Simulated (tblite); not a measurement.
# C5H12FPSi: the cost of one run

Programs: tblite 0.8.0 and PySCF 2.14.0, with density-fitted response routines of our own. Each step states its level of theory. These are calculated values for one molecule, in the gas phase or a continuum, unless marked as measured. Atoms count from 0, in the outputs and in this text.

## 1. The starting structure

20 atoms, charge 0, multiplicity 1; geometry from: force field or distance geometry start.

Bonds of the start (Å): C0–P1 1.79, P1–C2 1.84, C2–C3 1.51, C3–Si4 1.84, Si4–F5 1.68, Si4–C6 1.81, C6–C7 1.48, C7–P1 1.82, C0–H8 1.12, C0–H9 1.13, C0–H10 1.10, C2–H11 1.11, C2–H12 1.11, C3–H13 1.09, C3–H14 1.13, Si4–H15 1.48, C6–H16 1.12, C6–H17 1.13, C7–H18 1.11, C7–H19 1.12.

## 2. Geometry optimisation with GFN2-xTB

Job settings and geometry (Å):

```
{"job": {"kind": "relax", "xc": "GFN2-xTB", "basis": "xTB"}, "charge": 0, "multiplicity": 1}
C     -2.846600    -0.250200     0.075500
P     -1.066000    -0.113800     0.185700
C     -0.281700     1.405900    -0.486400
C      0.833000     1.684800     0.498400
Si     2.015800     0.282300     0.399400
F      2.755600     0.128900     1.905200
C      1.408000    -1.343300    -0.119300
C     -0.041200    -1.506300    -0.385000
H     -3.182600    -1.154700     0.651300
H     -3.316400     0.608600     0.640100
H     -3.304000    -0.261600    -0.925700
H      0.228000     1.124400    -1.435700
H     -0.982500     2.255000    -0.589800
H      1.273900     2.676400     0.372900
H      0.323400     1.628100     1.505900
H      3.075900     0.688700    -0.553900
H      1.975300    -1.683800    -1.018700
H      1.673500    -2.103600     0.670500
H     -0.169900    -1.598000    -1.486500
H     -0.376600    -2.457400     0.093000
```

Run with:

```console
> OMP_NUM_THREADS=1 python probes_run.py task.json out
```

The driver reads the jobs from task.json and runs them one after another.

**Question.** How long does this first job take on 1 thread of Arm Neoverse V1, shared host, and how much memory does it need?

About 1.1 s, with a peak of 0.18 GiB.
